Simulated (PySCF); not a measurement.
# C8H9F: the cost of one run

Programs: PySCF 2.14.0, with routines of our own; each step states its level. All values are computed. Atoms count from 0.

## Step 1: The starting structure

18 atoms, charge 0, multiplicity 1; geometry from: GFN2-xTB.

## Step 2: Relaxing the molecule at PBE/def2-SV(P)

Job settings and geometry (Å):

```
{"job": {"xc": "PBE", "basis": "def2-SV(P)", "grid": 1, "kind": "geom"}, "charge": 0, "multiplicity": 1}
C     -3.694414    -0.313097    -0.939235
C     -2.822776    -0.299142     0.050117
C     -1.841183     0.809894     0.293188
C     -0.443583     0.276214     0.287047
C      0.514771     0.671039    -0.548292
F      0.270399     1.644125    -1.467184
C      1.832313     0.164226    -0.574609
C      2.968257    -0.226562    -0.648184
C      4.319554    -0.727831    -0.696553
H     -3.759622     0.495659    -1.648544
H     -4.382859    -1.128745    -1.082122
H     -2.770496    -1.122863     0.750632
H     -1.954439     1.585915    -0.464586
H     -2.045025     1.248410     1.277326
H     -0.203473    -0.500286     0.997852
H      4.738601    -0.766616     0.308736
H      4.330701    -1.730608    -1.123525
H      4.934515    -0.073413    -1.313240
```

Command:

```bash
$ OMP_NUM_THREADS=1 python excited_run.py task.json out
```

The driver reads the jobs from task.json and runs them one after another.

Q: Estimate the wall time and peak memory of this first job on 1 thread of Arm Neoverse N1, shared host.

About 93 s, with a peak of 0.59 GiB.
